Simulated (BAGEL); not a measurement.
**A workflow on C3H9B (trimethylborane)**

Wanted: the energy (HF/def2-SV(P)), then the energy (NEVPT2(2,2)/def2-SV(P)), then a single-point energy (CASPT2(2,2)/def2-SV(P)) of C3H9B (trimethylborane). 

The results are computed with BAGEL 1.2.2.

## 1. Starting point

The species is C3H9B (13 atoms), meant as a singlet with charge 0. As SMILES, `CB(C)C`. One bond was lengthened or shortened from a relaxed shape.

Bond lengths: C1–B2 1.569 Å, B2–C3 1.568 Å, B2–C4 1.568 Å, C1–H5 1.092 Å, C1–H6 1.095 Å, C1–H7 1.099 Å, C3–H8 1.094 Å, C3–H9 1.092 Å, C3–H10 1.101 Å, C4–H11 1.094 Å, C4–H12 1.265 Å, C4–H13 1.092 Å. Some angles: C1–B2–C3 119.6°, C1–B2–C4 120.3°, C3–B2–C4 120.1°, B2–C1–H5 115.4°, B2–C1–H6 111.8°, B2–C1–H7 107.7°, B2–C3–H8 113.1°, B2–C3–H9 115.1°, B2–C3–H10 106.4°, B2–C4–H11 112.6°.

## 2. A single-point energy at HF/def2-SV(P) (density fitting with svp-jkfit) (run 1)

Contents of input.json:

```json
{ "bagel" : [

{
  "title" : "molecule",
  "basis" : "def2-sv_p_.json",
  "df_basis" : "svp-jkfit",
  "angstrom" : true,
  "geometry" : [
    { "atom" : "C", "xyz" : [   -0.709513,    1.262845,   -0.578199 ] },
    { "atom" : "B", "xyz" : [    0.154567,    0.057775,   -0.064909 ] },
    { "atom" : "C", "xyz" : [    1.170837,    0.277615,    1.108961 ] },
    { "atom" : "C", "xyz" : [   -0.013073,   -1.364925,   -0.703239 ] },
    { "atom" : "H", "xyz" : [   -1.244303,    1.090175,   -1.514429 ] },
    { "atom" : "H", "xyz" : [   -0.115673,    2.178615,   -0.670109 ] },
    { "atom" : "H", "xyz" : [   -1.458303,    1.489275,    0.194071 ] },
    { "atom" : "H", "xyz" : [    1.231547,   -0.576715,    1.789711 ] },
    { "atom" : "H", "xyz" : [    1.020987,    1.192595,    1.686621 ] },
    { "atom" : "H", "xyz" : [    2.167447,    0.351535,    0.647921 ] },
    { "atom" : "H", "xyz" : [   -0.093543,   -1.329925,   -1.794019 ] },
    { "atom" : "H", "xyz" : [   -1.123710,   -1.821720,   -0.305050 ] },
    { "atom" : "H", "xyz" : [    0.751487,   -2.092005,   -0.420739 ] }
  ]
},
{ "title" : "hf" },
{ "title" : "print", "file" : "orbitals.molden", "orbitals" : true }

]}
```

The basis set def2-SV(P) is read from a file made from the Basis Set Exchange's data (not shown).

On the command line:

```console
$ BAGEL_NUM_THREADS=1 BAGEL input.json > input.out
```

What it wrote:

```text
* using 1 threads per process

  ===============================================================
  ===============================================================

  *** Geometry ***

  { "atom" : "C", "xyz" : [     -1.340785,      2.386431,     -1.092638 ] },
  { "atom" : "B", "xyz" : [      0.292089,      0.109179,     -0.122660 ] },
  { "atom" : "C", "xyz" : [      2.212561,      0.524616,      2.095633 ] },
  { "atom" : "C", "xyz" : [     -0.024704,     -2.579334,     -1.328929 ] },
  { "atom" : "H", "xyz" : [     -2.351392,      2.060132,     -2.861856 ] },
  { "atom" : "H", "xyz" : [     -0.218590,      4.116986,     -1.266322 ] },
  { "atom" : "H", "xyz" : [     -2.755793,      2.814322,      0.366741 ] },
  { "atom" : "H", "xyz" : [      2.327287,     -1.089833,      3.382064 ] },
  { "atom" : "H", "xyz" : [      1.929386,      2.253678,      3.187252 ] },
  { "atom" : "H", "xyz" : [      4.095881,      0.664305,      1.224393 ] },
  { "atom" : "H", "xyz" : [     -0.176771,     -2.513194,     -3.390205 ] },
  { "atom" : "H", "xyz" : [     -2.123504,     -3.442552,     -0.576461 ] },
  { "atom" : "H", "xyz" : [      1.420105,     -3.953317,     -0.795081 ] },

  Number of auxiliary basis functions:      462

  Since a DF basis is specified, we compute 2- and 3-index integrals:
    o Being stored without compression. Storage requirement is 0.020 GB

  Number of basis functions:       74
  Number of electrons      :       32

    * METHOD: MOLECULE                             0.37

  *** RHF ***

  === Nuclear Repulsion ===
   112.2456478980

      * DIIS with orbital gradients will be used.

  === RHF iteration (def2-sv_p_.json) ===
      0       -143.17671199          0.01984639           0.05
      1       -143.36968683          0.00820267           0.05
      2       -143.40155258          0.00166593           0.05
      3       -143.40333316          0.00015002           0.05
      4       -143.40335252          0.00005676           0.05
      5       -143.40335452          0.00001022           0.05
      6       -143.40335460          0.00000308           0.05
      7       -143.40335461          0.00000121           0.05
      8       -143.40335461          0.00000039           0.05
      9       -143.40335461          0.00000010           0.05
     10       -143.40335461          0.00000003           0.05
     11       -143.40335461          0.00000001           0.07
     12       -143.40335461          0.00000000           0.07
    * SCF iteration converged.

    * Permanent dipole moment:
           (   -0.039000,    -0.017005,     0.007327) a.u.

    * METHOD: HF                                   0.88

    * METHOD: PRINT                                0.02

  ===============================================================
```

It took 1.5 s on 1 thread of Intel Xeon Platinum 8259CL at 2.50GHz (Skylake/Cascade Lake), shared host.

## 3. The energy at NEVPT2(2,2)/def2-SV(P) (density fitting with svp-jkfit) (run 2)

Contents of job.json:

```json
{ "bagel": [

{
  "title": "molecule",
  "basis": "def2-sv_p_.json",
  "df_basis": "svp-jkfit",
  "angstrom": "true",
  "geometry": [
    { "atom": "C", "xyz": [      -0.709513,       1.262845,      -0.578199 ] },
    { "atom": "B", "xyz": [       0.154567,       0.057775,      -0.064909 ] },
    { "atom": "C", "xyz": [       1.170837,       0.277615,       1.108961 ] },
    { "atom": "C", "xyz": [      -0.013073,      -1.364925,      -0.703239 ] },
    { "atom": "H", "xyz": [      -1.244303,       1.090175,      -1.514429 ] },
    { "atom": "H", "xyz": [      -0.115673,       2.178615,      -0.670109 ] },
    { "atom": "H", "xyz": [      -1.458303,       1.489275,       0.194071 ] },
    { "atom": "H", "xyz": [       1.231547,      -0.576715,       1.789711 ] },
    { "atom": "H", "xyz": [       1.020987,       1.192595,       1.686621 ] },
    { "atom": "H", "xyz": [       2.167447,       0.351535,       0.647921 ] },
    { "atom": "H", "xyz": [      -0.093543,      -1.329925,      -1.794019 ] },
    { "atom": "H", "xyz": [      -1.123710,      -1.821720,      -0.305050 ] },
    { "atom": "H", "xyz": [       0.751487,      -2.092005,      -0.420739 ] }
  ]
},

{
  "title": "hf"
},

{
  "title": "nevpt2",
  "nstate": 1,
  "nact": 2,
  "nclosed": 15,
  "active": [14, 19],
  "maxiter": 200,
  "natocc": "true",
  "ncore": 4
},

{
  "title": "print",
  "file": "orbitals.molden",
  "orbitals": "true"
}

]}
```

The basis set def2-SV(P) is read from a file made from the Basis Set Exchange's data (not shown).

On the command line:

```console
$ BAGEL_NUM_THREADS=1 BAGEL job.json > job.out
```

What it wrote:

```text
* using 1 threads per process

  ===============================================================
  ===============================================================

  *** Geometry ***

  { "atom" : "C", "xyz" : [     -1.340785,      2.386431,     -1.092638 ] },
  { "atom" : "B", "xyz" : [      0.292089,      0.109179,     -0.122660 ] },
  { "atom" : "C", "xyz" : [      2.212561,      0.524616,      2.095633 ] },
[... 9 lines of this table left out ...]
  { "atom" : "H", "xyz" : [      1.420105,     -3.953317,     -0.795081 ] },

  Number of auxiliary basis functions:      462

  Since a DF basis is specified, we compute 2- and 3-index integrals:
    o Being stored without compression. Storage requirement is 0.020 GB

  Number of basis functions:       74
  Number of electrons      :       32

    * METHOD: MOLECULE                             0.30

  *** RHF ***

  === Nuclear Repulsion ===
   112.2456478980

      * DIIS with orbital gradients will be used.

  === RHF iteration (def2-sv_p_.json) ===
      0       -143.17671199          0.01984639           0.05
      1       -143.36968683          0.00820267           0.05
      2       -143.40155258          0.00166593           0.05
[... 9 lines of this table left out ...]
     12       -143.40335461          0.00000000           0.05
    * SCF iteration converged.

    * Permanent dipole moment:
           (   -0.039000,    -0.017005,     0.007327) a.u.

    * METHOD: HF                                   0.85

    * freezing 4 orbitals
  ---------------------------
      CASSCF calculation
  ---------------------------

    ==== Active orbitals : =====
         Orbital 14
         Orbital 19
    ============================

    * nstate   :      1
    * nclosed  :     15
    * nact     :      2
    * nvirt    :     57
  === CASSCF iteration (def2-sv_p_.json) ===

    * Using the second-order algorithm

      0  0      -143.40356108     6.53e-05      0.02

      1  0      -143.40768524     6.47e-04      0.20
[... 17 lines of this table left out ...]
     10  0      -143.42347549     4.11e-09      0.24

    * Second-order optimization converged. *

     guess   0:   closed 1.                   open ..

  === FCI iteration ===

      0  0      -143.40305708     8.23e-02      0.00
      1  0      -143.42347540     1.35e-04      0.00
      2  0 *    -143.42347549     5.31e-16      0.00

     * ci vector, state   0, <S^2> = 0.0000
       2.     0.9923861483
       .2    -0.1231654686

  === DF-NEVPT2 calculation ===

    * 3-index integral transformation done
    * assembly done

      NEVPT2 correlation energy:   -0.4409855124      0.19

          (+0)     -0.3928930591
          (+0)'    -0.0147934759
          (+1)     -0.0041696951
          (+1)'    -0.0000000000
          (+2)     -0.0002884576
          (-1)     -0.0244492286
          (-1)'     0.0000000000
          (-2)     -0.0043915962

      NEVPT2 total energy:       -143.8644609997

    * METHOD: NEVPT2                               3.41

    * METHOD: PRINT                                0.02

  ===============================================================
```

It took 4.8 s on 1 thread of Intel Xeon Platinum 8259CL at 2.50GHz (Skylake/Cascade Lake), shared host.

## 4. The energy at CASPT2(2,2)/def2-SV(P) (density fitting with svp-jkfit) (run 3)

Contents of input.json:

```json
{ "bagel": [

{
  "title": "molecule",
  "basis": "def2-sv_p_.json",
  "df_basis": "svp-jkfit",
  "angstrom": true,
  "geometry": [
    { "atom": "C", "xyz": [   -0.709513,    1.262845,   -0.578199 ] },
    { "atom": "B", "xyz": [    0.154567,    0.057775,   -0.064909 ] },
    { "atom": "C", "xyz": [    1.170837,    0.277615,    1.108961 ] },
    { "atom": "C", "xyz": [   -0.013073,   -1.364925,   -0.703239 ] },
    { "atom": "H", "xyz": [   -1.244303,    1.090175,   -1.514429 ] },
    { "atom": "H", "xyz": [   -0.115673,    2.178615,   -0.670109 ] },
    { "atom": "H", "xyz": [   -1.458303,    1.489275,    0.194071 ] },
    { "atom": "H", "xyz": [    1.231547,   -0.576715,    1.789711 ] },
    { "atom": "H", "xyz": [    1.020987,    1.192595,    1.686621 ] },
    { "atom": "H", "xyz": [    2.167447,    0.351535,    0.647921 ] },
    { "atom": "H", "xyz": [   -0.093543,   -1.329925,   -1.794019 ] },
    { "atom": "H", "xyz": [   -1.123710,   -1.821720,   -0.305050 ] },
    { "atom": "H", "xyz": [    0.751487,   -2.092005,   -0.420739 ] }
  ]
},
{ "title": "hf" },
{ "title": "casscf", "nstate": 1, "nact": 2, "nclosed": 15, "active": [14, 19], "maxiter": 200, "natocc": true },
{ "title": "print", "file": "orbitals.molden", "orbitals": true },
{ "title": "smith", "method": "caspt2", "ms": true, "xms": true, "sssr": true, "shift": 0.2, "shift_imag": true, "ncore": 4 }

]}
```

The basis set def2-SV(P) is read from a file made from the Basis Set Exchange's data (not shown).

On the command line:

```console
$ BAGEL_NUM_THREADS=1 BAGEL input.json > input.out
```

What it wrote:

```text
* using 1 threads per process

  ===============================================================
  ===============================================================

  *** Geometry ***

  { "atom" : "C", "xyz" : [     -1.340785,      2.386431,     -1.092638 ] },
  { "atom" : "B", "xyz" : [      0.292089,      0.109179,     -0.122660 ] },
  { "atom" : "C", "xyz" : [      2.212561,      0.524616,      2.095633 ] },
[... 9 lines of this table left out ...]
  { "atom" : "H", "xyz" : [      1.420105,     -3.953317,     -0.795081 ] },

  Number of auxiliary basis functions:      462

  Since a DF basis is specified, we compute 2- and 3-index integrals:
    o Being stored without compression. Storage requirement is 0.020 GB

  Number of basis functions:       74
  Number of electrons      :       32

    * METHOD: MOLECULE                             0.31

  *** RHF ***

  === Nuclear Repulsion ===
   112.2456478980

      * DIIS with orbital gradients will be used.

[... 6 lines left out ...]
    * SCF iteration converged.
[... 1 line left out ...]
    * Permanent dipole moment:
[... 27 lines left out ...]
    * Second-order optimization converged. *
[... 9 lines left out ...]
     * ci vector, state   0, <S^2> = 0.0000
[... 16 lines left out ...]
    * Zeroth order energy : state  0       -1.0328266853
[... 3 lines left out ...]
      -------------------------------------------  CASPT2 iteration  ---------------------------------------------------
       #      aibj      arbs      arbi      airj      risj      airs      arst      rist         Etot      error   time
      ------------------------------------------------------------------------------------------------------------------

       0  -0.39147  -0.00538  -0.02497  -0.00455  -0.00041  -0.01292  -0.00000  -0.00000   -0.4397049  0.0014540   0.14
       1  -0.39164  -0.00542  -0.02508  -0.00465  -0.00044  -0.01328  -0.00000  -0.00000   -0.4405236  0.0002784   0.12
       2  -0.39166  -0.00543  -0.02508  -0.00465  -0.00045  -0.01330  -0.00000  -0.00000   -0.4405596  0.0000602   0.13
       3  -0.39166  -0.00543  -0.02508  -0.00465  -0.00045  -0.01330  -0.00000  -0.00000   -0.4405609  0.0000135   0.13
       4  -0.39166  -0.00543  -0.02508  -0.00465  -0.00045  -0.01330   0.00000  -0.00000   -0.4405610  0.0000026   0.13
       5  -0.39166  -0.00543  -0.02508  -0.00465  -0.00045  -0.01330  -0.00000  -0.00000   -0.4405610  0.0000005   0.13

      ------------------------------------------------------------------------------------------------------------------

    * CASPT2 energy : state  0     -143.8664520340
        w/o shift correction       -143.8640365137
        reference weight              0.8658934124

    * METHOD: SMITH                                1.06

  ===============================================================
```

Run time: 6 s. Hardware: 1 thread of Intel Xeon Platinum 8259CL at 2.50GHz (Skylake/Cascade Lake), shared host.

## 5. Outcome

| quantity | value |
| --- | --- |
| run 1, HF/def2-SV(P): total energy | -143.40335 Eh |
| run 1, HF/def2-SV(P): dipole moment | 0.11 D |
| run 1, HF/def2-SV(P): HOMO energy | -12.00 eV |
| run 1, HF/def2-SV(P): LUMO energy | 3.59 eV |
| run 1, HF/def2-SV(P): HOMO–LUMO gap | 15.58 eV |
| run 2, NEVPT2(2,2)/def2-SV(P): total energy | -143.86446 Eh |
| run 3, CASPT2(2,2)/def2-SV(P): total energy | -143.86645 Eh |
